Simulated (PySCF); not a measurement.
# A diatomic session: RbTl+

The task here is to estimate one member of a computed series from the others.

Program: PySCF 2.14.0. Level of theory: Rb def2-SVPD with ECP28, Tl def2-SVPD with ECP60, scalar-relativistic core potentials. These are calculated values, not measurements.

Set-up of the first run:

The job is set up so:

| Quantity | Value |
| --- | --- |
| atoms | Rb, Tl |
| charge | 1 |
| basis | Rb def2-SVPD with ECP28, Tl def2-SVPD with ECP60 |
| Hamiltonian | scalar-relativistic core potentials |
| basis functions | 59 |
| electrons treated | 29 |
| masses in u | 84.9118, 204.9744 |
| levels | PBE0, PBE, r²SCAN, r²SCANh, r²SCAN0, LDA, LC-ωPBE, HF, MP2, SCS-MP2, CCSD, CCSD(T) |
| grid | 80 radial by 434 angular points |
| occupations | held fixed by the projection of orbital angular momentum |
| dissociation limit | Rb+ + Tl, each in its ground configuration |
| starting distance in angstrom | 3.590 |
| values of 2S to try | 1, 3 |

On the command line:

```console
OMP_NUM_THREADS=1 python dia.py task.json out
```

Among the steps run: Input; PBE0 along the bond; Higher solutions at PBE0; PBE; r²SCAN (meta-GGA); r²SCANh (hybrid meta-GGA); r²SCAN0; LDA; LC-ωPBE; UHF; Adding correlation.

One table of the session follows, with a row left open; its other results are not shown here.

It belongs to the step «The curves together». Energy (eV) from each level's lowest point:

```
R (Å)    UHF  UHF-MP2  UHF-SCS-MP2  UHF-CCSD  UHF-CCSD(T)
3.678  0.185    0.125        0.135       n/a          n/a
3.849  0.097    0.058        0.064     0.058        0.057
4.020  0.044    0.020        0.024     0.020        0.019
4.149  0.020    0.006        0.007     0.006        0.005
4.277  0.006    0.000        0.000     0.000        0.000
4.405      ?        ?            ?         ?            ?
4.576  0.002    0.011        0.008     0.011        0.012
4.790  0.014    0.032        0.028     0.033        0.034
5.047  0.041    0.067        0.061     0.069        0.070
5.389  0.085    0.120        0.113       n/a          n/a
```

Q: Estimate the row for R (Å) = 4.405 from the others.

Worked estimate for «UHF». A straight line through the neighbours (4.277, 0.006) and (4.576, 0.002) gives 0.006 + (0.002 − 0.006) × (4.405 − 4.277) / (4.576 − 4.277) = 0.004; a parabola fitted to 4 rows on both sides gives 0.001.

**Answer.** UHF: 0.000; UHF-MP2: 0.001; UHF-SCS-MP2: 0.000; UHF-CCSD: 0.001; UHF-CCSD(T): 0.002. In «UHF» the line misses by +0.004 and the parabola by +0.001.
